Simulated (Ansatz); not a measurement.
# Ge₂F (doublet): from a generated start to a stationary point

Aim: relax a generated start of Ge₂F (doublet) and see which bonds hold.

Computed with Ansatz 0.2.0, Gaussian basis. Level: UKS PBE0/def2-TZVP.

### Step 1. The system as given

3 atoms, charge 0, spin multiplicity 2.

Atoms are counted from 1 here; the program's logs count them from 0.

Bond lengths: F1–Ge2 2.138 Å, F1–Ge3 2.138 Å, Ge2–Ge3 2.380 Å. Angles: Ge2–F1–Ge3 67.7°, F1–Ge2–Ge3 56.2°, F1–Ge3–Ge2 56.2°.

Geometry (Å):

```xyz
3
charge 0, multiplicity 2
F    -1.2381   -0.9664   -0.0086
Ge   -0.5703    1.0644    0.0090
Ge    0.8941   -0.8117   -0.0067
```

The start was built by rule and, where that kept it together, relaxed with GFN2-xTB. Sticks and bond lists go by distance. No spin-orbit coupling is included. 

### Step 2. The run

Input file in.yaml:

```yaml
crystal:
  periodic: [false, false, false]
  atoms:
    - {symbol: F, position_ang: [-1.238086, -0.966351, -0.008649]}
    - {symbol: Ge, position_ang: [-0.570335, 1.064444, 0.008982]}
    - {symbol: Ge, position_ang: [0.894146, -0.811703, -0.006720]}
basis:
  gaussian: {orbitals: def2-TZVP}
magnetization: {spin_polarized: true, initial_magnetization: 1}
hamiltonian: {xc: pbe0}
relax: {f_tol: 0.004, max_steps: 80}
```

On the command line:

```console
$ ansatz run in.yaml --threads 1 --pin off --events-out ev --progress --plain --max-ram 2176MiB
```

Q: Predict the outcome of this session. Wanted: energy gained; shift from the start; total energy; dipole moment; ⟨S²⟩.

**Answer**, as computed:

```
                  quantity            value
                     steps                4
             energy gained         0.157 eV
shift from the start (rms)          0.082 Å
              total energy  -115737.1356 eV
             dipole moment           1.66 D
                      ⟨S²⟩            0.753
```

**Reading.** The bonds of the start are those of the end. F1–Ge3 went from 2.138 to 2.007 Å. No vibrations were run, so this is a stationary point, not a proven minimum, and this spin need not be the ground state's.
